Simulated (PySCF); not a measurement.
# difluorogermane (GeH₂F₂): electronic excitations at several levels of theory

How much do the electronic excitations of difluorogermane (GeH₂F₂) (`[F][GeH2][F]`) depend on the level of theory, and what does each level cost?

Computed with PySCF 2.14.0, with density-fitted response routines of our own, on a single molecule in the gas phase. Atoms are numbered from 0 throughout.

## 1. The molecule as given

5 atoms, charge 0, multiplicity 1; geometry from: PBE0-D3(BJ)/def2-SVP.

Bonds of the start (Å): F0–Ge1 1.73, Ge1–F2 1.73, Ge1–H3 1.53, Ge1–H4 1.53.

## 2. Ultraviolet spectrum: PBE/def2-SVPD

Job settings and geometry (Å):

```
{"job": {"kind": "uv", "xc": "PBE", "basis": "def2-SVPD", "ip": true}, "charge": 0, "multiplicity": 1}
F     -1.315719     1.490924    -0.049351
Ge    -0.059215     0.303322    -0.022614
F      1.414025     1.196607    -0.164026
H     -0.073260    -0.362401     1.353101
H     -0.204920    -0.562586    -1.273780
```

Level: TDDFT PBE/def2-SVPD, vertical, gas phase, core orbitals frozen in the response.

Command:

```
$ OMP_NUM_THREADS=1 python probes_run.py task.json out
```

One launch serves the whole session: the jobs run in the order shown.

Standard output:

```text
coarse grid: 22960 points
cycle   1  E = -2276.9151547916  dE = -4.266e-01  |g| = 9.315e-01  |ddm| = 2.521e+00
cycle   2  E = -2276.2006606607  dE =  7.145e-01  |g| = 2.278e+00  |ddm| = 2.401e+00
cycle   3  E = -2277.0392980858  dE = -8.386e-01  |g| = 2.325e-01  |ddm| = 1.762e+00
cycle   4  E = -2277.0463660589  dE = -7.068e-03  |g| = 6.107e-02  |ddm| = 2.621e-01
cycle   5  E = -2277.0468264702  dE = -4.604e-04  |g| = 9.226e-03  |ddm| = 3.708e-02
cycle   6  E = -2277.0468484889  dE = -2.202e-05  |g| = 1.629e-03  |ddm| = 1.277e-02
cycle   7  E = -2277.0468487674  dE = -2.785e-07  |g| = 1.083e-03  |ddm| = 1.764e-03
final grid: 46992 points
cycle   8  E = -2277.0469166976  dE =  9.149e-07  |g| = 2.670e-03  |ddm| = 2.984e-03
cycle   9  E = -2277.0469108983  dE =  5.799e-06  |g| = 6.397e-03  |ddm| = 6.612e-03
cycle  10  E = -2277.0469179129  dE = -7.015e-06  |g| = 1.105e-04  |ddm| = 4.696e-03
cycle  11  E = -2277.0469179145  dE = -1.510e-09  |g| = 4.517e-05  |ddm| = 1.041e-04
cycle  12  E = -2277.0469179148  dE = -3.411e-10  |g| = 9.567e-06  |ddm| = 3.862e-05
converged SCF energy = -2277.0469179148

Static polarisability (au): isotropic 31.485, principal 30.785 31.031 32.638

Singlet excitations
state   eV       nm        f      main configurations
  1   7.5771    163.6   0.00000   H->L 1.00
  2   7.7385    160.2   0.00416   H->L+1 0.88, H->L+2 0.12
  3   8.3536    148.4   0.14151   H->L+2 0.76, H->L+1 0.09, H->L+3 0.08
  4   8.5606    144.8   0.00094   H-1->L 0.92
  5   8.6765    142.9   0.02659   H-3->L 0.95
  6   8.7048    142.4   0.00018   H-1->L+1 0.59, H-2->L 0.41
  7   8.8113    140.7   0.00000   H-3->L+1 0.99
  8   8.8708    139.8   0.00407   H-1->L+2 0.75, H-2->L 0.13, H-1->L+1 0.10
  9   8.8730    139.7   0.06635   H-2->L+1 0.89
 10   9.0753    136.6   0.00000   H-3->L+2 1.00

Triplet excitations (Tamm-Dancoff, eV): 7.1297 7.1858 7.5075 8.2279
Vertical ionisation energy (delta-SCF) = 12.1281 eV
```

Run time: 41 s. Hardware: 1 thread of Arm Neoverse N1, shared host; peak memory 0.36 GiB.

Frontier orbitals and where they lie:

```csv
orbital,eV,atoms
HOMO−3,-9.71,"F0 48 %, F2 47 %, Ge1 5 %"
HOMO−2,-9.66,"F2 39 %, F0 38 %, Ge1 13 %"
HOMO−1,-9.55,"F0 49 %, F2 48 %"
HOMO,-8.57,"Ge1 25 %, F0 21 %, F2 21 %"
LUMO,-1.13,"Ge1 47 %, H4 14 %, H3 14 %"
LUMO+1,-1.02,"Ge1 33 %, H4 17 %, H3 17 %"
LUMO+2,-0.64,"Ge1 48 %, H4 23 %, H3 23 %"
```

With each of the 10 states as a Gaussian band of 0.4 eV half-width at 1/e, the curve within the window shown has maxima at 146 nm (ε 7,200) L/(mol cm). Beyond the last state computed it falls off for lack of states. The curve at chosen wavelengths:

(nm, ε (L/mol/cm)): (132, 649), (134, 1453), (136, 2601), (137, 3241), (139, 4500), (141, 5600), (143, 6482), (145, 7055), (146, 7167), (148, 6921), (150, 6034), (152, 4710), (154, 3300), (155, 2662), (157, 1628), (159, 940), (161, 532), (163, 306), (164, 235), (166, 141), (168, 85), (170, 50), (172, 29), (173, 21), (175, 11), (177, 5)

Further results of this job:

```csv
property,computed
dipole moment (D),2.61
polarisability (Å³),4.67
HOMO–LUMO gap (eV),7.44
−ε(HOMO) (eV),8.57
```

## 3. Excited states and response: B3LYP/def2-SVPD

Job settings and geometry (Å):

```
{"job": {"kind": "uv", "xc": "B3LYP", "basis": "def2-SVPD", "ip": true}, "charge": 0, "multiplicity": 1}
F     -1.315719     1.490924    -0.049351
Ge    -0.059215     0.303322    -0.022614
F      1.414025     1.196607    -0.164026
H     -0.073260    -0.362401     1.353101
H     -0.204920    -0.562586    -1.273780
```

With the program's defaults for keys left out, this is: TDDFT B3LYP/def2-SVPD, vertical, gas phase, core orbitals frozen in the response.

Standard output:

```text
coarse grid: 22960 points
cycle   1  E = -2277.4766774180  dE = -4.947e-01  |g| = 8.799e-01  |ddm| = 2.463e+00
cycle   2  E = -2277.1534269551  dE =  3.233e-01  |g| = 1.682e+00  |ddm| = 1.908e+00
cycle   3  E = -2277.5988886817  dE = -4.455e-01  |g| = 1.184e-01  |ddm| = 1.220e+00
cycle   4  E = -2277.6005359453  dE = -1.647e-03  |g| = 3.530e-02  |ddm| = 1.347e-01
cycle   5  E = -2277.6006763983  dE = -1.405e-04  |g| = 3.165e-03  |ddm| = 1.868e-02
cycle   6  E = -2277.6006786276  dE = -2.229e-06  |g| = 4.536e-04  |ddm| = 4.591e-03
final grid: 46992 points
cycle   7  E = -2277.6007558023  dE = -2.003e-08  |g| = 7.274e-04  |ddm| = 1.624e-03
cycle   8  E = -2277.6007556276  dE =  1.747e-07  |g| = 1.274e-03  |ddm| = 1.388e-03
cycle   9  E = -2277.6007558910  dE = -2.634e-07  |g| = 4.116e-05  |ddm| = 8.556e-04
cycle  10  E = -2277.6007558912  dE = -2.588e-10  |g| = 1.728e-05  |ddm| = 5.486e-05
converged SCF energy = -2277.6007558912

Static polarisability (au): isotropic 30.049, principal 29.311 29.393 31.442

Singlet excitations
state   eV       nm        f      main configurations
  1   8.1065    152.9   0.00000   H->L 0.99
  2   8.3149    149.1   0.00236   H->L+1 0.91
  3   9.0378    137.2   0.24847   H->L+2 0.85
  4   9.3877    132.1   0.00189   H-2->L+1 0.53, H-1->L 0.45
  5   9.4912    130.6   0.01328   H-2->L 0.93
  6   9.6446    128.6   0.08757   H-1->L+1 0.93
  7   9.6718    128.2   0.01376   H-3->L 0.98
  8   9.7034    127.8   0.00001   H-3->L+1 0.98
  9  10.0215    123.7   0.04419   H-2->L+2 0.45, H-1->L 0.28, H-2->L+1 0.22
 10  10.0932    122.8   0.06439   H-2->L+2 0.54, H-2->L+1 0.20, H-1->L 0.20

Triplet excitations (Tamm-Dancoff, eV): 7.5920 7.6603 7.9736 8.8545
Vertical ionisation energy (delta-SCF) = 12.6874 eV
```

Run time: 16 s. Hardware: 1 thread of Arm Neoverse N1, shared host; peak memory 0.42 GiB.

Key values: HOMO -9.93 eV, LUMO -0.56 eV; lowest singlet 8.11 eV.

## 4. TDDFT and polarisability: PBE0/def2-SVPD

Job settings and geometry (Å):

```
{"job": {"kind": "uv", "xc": "PBE0", "basis": "def2-SVPD", "ip": true}, "charge": 0, "multiplicity": 1}
F     -1.315719     1.490924    -0.049351
Ge    -0.059215     0.303322    -0.022614
F      1.414025     1.196607    -0.164026
H     -0.073260    -0.362401     1.353101
H     -0.204920    -0.562586    -1.273780
```

With the program's defaults for keys left out, this is: TDDFT PBE0/def2-SVPD, vertical, gas phase, core orbitals frozen in the response.

Standard output:

```text
coarse grid: 22960 points
cycle   1  E = -2276.9898813821  dE = -5.266e-01  |g| = 8.172e-01  |ddm| = 2.463e+00
cycle   2  E = -2276.7771051574  dE =  2.128e-01  |g| = 1.427e+00  |ddm| = 1.703e+00
cycle   3  E = -2277.0983753375  dE = -3.213e-01  |g| = 8.622e-02  |ddm| = 1.025e+00
cycle   4  E = -2277.0992379304  dE = -8.626e-04  |g| = 2.890e-02  |ddm| = 1.011e-01
cycle   5  E = -2277.0993307470  dE = -9.282e-05  |g| = 2.469e-03  |ddm| = 1.841e-02
cycle   6  E = -2277.0993319565  dE = -1.210e-06  |g| = 2.200e-04  |ddm| = 3.876e-03
final grid: 46992 points
cycle   7  E = -2277.0993825478  dE = -6.085e-08  |g| = 2.376e-04  |ddm| = 1.145e-03
cycle   8  E = -2277.0993825382  dE =  9.591e-09  |g| = 3.408e-04  |ddm| = 4.232e-04
cycle   9  E = -2277.0993825573  dE = -1.908e-08  |g| = 3.685e-05  |ddm| = 2.476e-04
cycle  10  E = -2277.0993825575  dE = -2.078e-10  |g| = 5.584e-06  |ddm| = 3.086e-05
converged SCF energy = -2277.0993825575

Static polarisability (au): isotropic 29.642, principal 28.930 29.069 30.928

Singlet excitations
state   eV       nm        f      main configurations
  1   8.2404    150.5   0.00000   H->L 0.99
  2   8.4824    146.2   0.00046   H->L+1 0.97
  3   9.2712    133.7   0.27755   H->L+2 0.93
  4   9.6049    129.1   0.00387   H-1->L 0.49, H-2->L+1 0.46
  5   9.7270    127.5   0.02391   H-2->L 0.86
  6   9.9050    125.2   0.08651   H-1->L+1 0.88, H-2->L 0.10
  7   9.9446    124.7   0.01684   H-3->L 0.96
  8   9.9787    124.2   0.00001   H-3->L+1 0.95
  9  10.3558    119.7   0.12827   H-1->L 0.45, H-2->L+1 0.43
 10  10.4408    118.7   0.00059   H-2->L+2 0.95

Triplet excitations (Tamm-Dancoff, eV): 7.7228 7.7444 8.0313 8.9925
Vertical ionisation energy (delta-SCF) = 12.7074 eV
```

It took 16 s on 1 thread of Arm Neoverse N1, shared host; peak memory 0.42 GiB.

In short: HOMO -10.15 eV, LUMO -0.27 eV; lowest singlet 8.24 eV.

## 5. Excited states and response: BHandHLYP/def2-SVPD

Job settings and geometry (Å):

```
{"job": {"kind": "uv", "xc": "BHandHLYP", "basis": "def2-SVPD", "ip": true}, "charge": 0, "multiplicity": 1}
F     -1.315719     1.490924    -0.049351
Ge    -0.059215     0.303322    -0.022614
F      1.414025     1.196607    -0.164026
H     -0.073260    -0.362401     1.353101
H     -0.204920    -0.562586    -1.273780
```

Method: TDDFT BHandHLYP/def2-SVPD, vertical, gas phase, core orbitals frozen in the response.

Standard output:

```text
coarse grid: 22960 points
cycle   1  E = -2277.3532309467  dE = -6.120e-01  |g| = 7.746e-01  |ddm| = 2.413e+00
cycle   2  E = -2277.3006891613  dE =  5.254e-02  |g| = 1.011e+00  |ddm| = 1.347e+00
cycle   3  E = -2277.4575417234  dE = -1.569e-01  |g| = 4.148e-02  |ddm| = 6.751e-01
cycle   4  E = -2277.4577978806  dE = -2.562e-04  |g| = 2.082e-02  |ddm| = 7.203e-02
cycle   5  E = -2277.4578471281  dE = -4.925e-05  |g| = 3.204e-03  |ddm| = 1.728e-02
cycle   6  E = -2277.4578491908  dE = -2.063e-06  |g| = 3.743e-04  |ddm| = 5.010e-03
final grid: 46992 points
cycle   7  E = -2277.4579086699  dE = -8.745e-08  |g| = 2.895e-04  |ddm| = 1.114e-03
cycle   8  E = -2277.4579086711  dE = -1.170e-09  |g| = 3.272e-04  |ddm| = 3.796e-04
cycle   9  E = -2277.4579086871  dE = -1.598e-08  |g| = 2.295e-05  |ddm| = 2.151e-04
cycle  10  E = -2277.4579086874  dE = -2.574e-10  |g| = 8.749e-06  |ddm| = 5.012e-05
converged SCF energy = -2277.4579086874

Static polarisability (au): isotropic 28.271, principal 27.523 27.533 29.756

Singlet excitations
state   eV       nm        f      main configurations
  1   8.7239    142.1   0.00000   H->L 0.97
  2   9.0534    136.9   0.00071   H->L+1 0.78, H->L+2 0.17
  3   9.8323    126.1   0.37234   H->L+2 0.81, H->L+1 0.18
  4  10.3727    119.5   0.01381   H-1->L 0.50, H-2->L+1 0.22, H-2->L+2 0.15
  5  10.6329    116.6   0.09066   H-2->L 0.45, H-1->L+1 0.23, H-1->L+2 0.13
  6  10.8676    114.1   0.10981   H-1->L+1 0.41, H-2->L 0.41, H-1->L+2 0.14
  7  10.9318    113.4   0.00047   H-3->L+1 0.50, H-3->L+2 0.28
  8  10.9528    113.2   0.11436   H-3->L 0.63, H->L+3 0.26
  9  11.3267    109.5   0.25960   H-1->L 0.44, H-2->L+1 0.24, H-2->L+2 0.14
 10  11.3522    109.2   0.14700   H->L+3 0.72, H-3->L 0.26

Triplet excitations (Tamm-Dancoff, eV): 8.1291 8.1564 8.4818 9.5960
Vertical ionisation energy (delta-SCF) = 13.1419 eV
```

Wall time 17 s (1 thread of Arm Neoverse N1, shared host); peak memory 0.42 GiB.

This run: HOMO -11.63 eV, LUMO 0.48 eV; lowest singlet 8.72 eV.

## 6. Excited states and response: CAM-B3LYP/def2-SVPD

Job settings and geometry (Å):

```
{"job": {"kind": "uv", "xc": "CAM-B3LYP", "basis": "def2-SVPD", "ip": true}, "charge": 0, "multiplicity": 1}
F     -1.315719     1.490924    -0.049351
Ge    -0.059215     0.303322    -0.022614
F      1.414025     1.196607    -0.164026
H     -0.073260    -0.362401     1.353101
H     -0.204920    -0.562586    -1.273780
```

Method: TDDFT CAM-B3LYP/def2-SVPD, vertical, gas phase, core orbitals frozen in the response.

Standard output:

```text
coarse grid: 22960 points
cycle   1  E = -2277.5114403295  dE = -5.779e-01  |g| = 8.501e-01  |ddm| = 2.393e+00
cycle   2  E = -2277.4003165377  dE =  1.111e-01  |g| = 1.251e+00  |ddm| = 1.546e+00
cycle   3  E = -2277.6307889386  dE = -2.305e-01  |g| = 6.631e-02  |ddm| = 8.073e-01
cycle   4  E = -2277.6312965844  dE = -5.076e-04  |g| = 2.675e-02  |ddm| = 8.578e-02
cycle   5  E = -2277.6313828520  dE = -8.627e-05  |g| = 3.010e-03  |ddm| = 1.936e-02
cycle   6  E = -2277.6313851166  dE = -2.265e-06  |g| = 3.877e-04  |ddm| = 6.260e-03
final grid: 46992 points
cycle   7  E = -2277.6314371463  dE = -1.203e-07  |g| = 3.408e-04  |ddm| = 1.527e-03
cycle   8  E = -2277.6314371402  dE =  6.164e-09  |g| = 4.350e-04  |ddm| = 4.845e-04
cycle   9  E = -2277.6314371678  dE = -2.763e-08  |g| = 2.542e-05  |ddm| = 2.664e-04
cycle  10  E = -2277.6314371680  dE = -2.356e-10  |g| = 8.974e-06  |ddm| = 4.823e-05
converged SCF energy = -2277.6314371680

Static polarisability (au): isotropic 29.679, principal 28.956 29.041 31.041

Singlet excitations
state   eV       nm        f      main configurations
  1   8.2870    149.6   0.00000   H->L 0.98
  2   8.5619    144.8   0.00027   H->L+1 0.94
  3   9.3741    132.3   0.29211   H->L+2 0.96
  4   9.7713    126.9   0.00332   H-1->L 0.46, H-2->L+1 0.41
  5   9.9679    124.4   0.05552   H-2->L 0.65, H-1->L+1 0.22
  6  10.1273    122.4   0.08514   H-1->L+1 0.66, H-2->L 0.27
  7  10.1865    121.7   0.00041   H-3->L+1 0.82
  8  10.1983    121.6   0.05568   H-3->L 0.84, H->L+3 0.09
  9  10.6080    116.9   0.17477   H-1->L 0.45, H-2->L+1 0.43
 10  10.7866    114.9   0.15546   H->L+3 0.85, H-3->L 0.10

Triplet excitations (Tamm-Dancoff, eV): 7.7858 7.8333 8.1177 9.1635
Vertical ionisation energy (delta-SCF) = 12.9325 eV
```

Run time: 19 s. Hardware: 1 thread of Arm Neoverse N1, shared host; peak memory 0.43 GiB.

In short: HOMO -11.59 eV, LUMO 0.62 eV; lowest singlet 8.29 eV.

[end of part 1 of 2]
